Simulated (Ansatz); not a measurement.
**HfS (singlet): from a generated start to a stationary point**

Aim: relax a generated start of HfS (singlet) and see which bonds hold.

Program: Ansatz 0.2.0, Gaussian basis. Level of theory: RKS PBE0/def2-TZVP. These are calculated values, not measurements.

### 1 Where the work starts

2 atoms, charge 0, spin multiplicity 1.

Atoms are counted from 1 here; the program's logs count them from 0.

Bond lengths: Hf1–S2 2.500 Å.

The start is set by covalent radii. Sticks and bond lists go by distance. No spin-orbit coupling is included. Elements past krypton take def2 core potentials.

### 2 Relaxation

in.yaml

```yaml
crystal:
  periodic: [false, false, false]
  atoms:
    - {symbol: Hf, position_ang: [0.000000, 0.000000, 0.000000]}
    - {symbol: S, position_ang: [0.000000, 0.000000, 2.500000]}
basis:
  gaussian: {orbitals: def2-TZVP}
hamiltonian: {xc: pbe0}
relax: {f_tol: 0.004, max_steps: 80}
```

Started as:

```sh
$ ansatz run in.yaml --threads 1 --pin off --events-out ev --progress --plain --max-ram 1740MiB
```

What does the calculation give? Wanted: energy gained; shift from the start; total energy; dipole moment.

The runs gave:

| quantity | value |
| --- | --- |
| steps | 5 |
| energy gained | 1.068 eV |
| shift from the start (rms) | 0.168 Å |
| total energy | -12137.2137 eV |
| dipole moment | 4.11 D |

What this shows: The bonds of the start are those of the end. Hf1–S2 went from 2.500 to 2.164 Å. No vibrations were run, so this is a stationary point, not a proven minimum, and this spin need not be the ground state's.
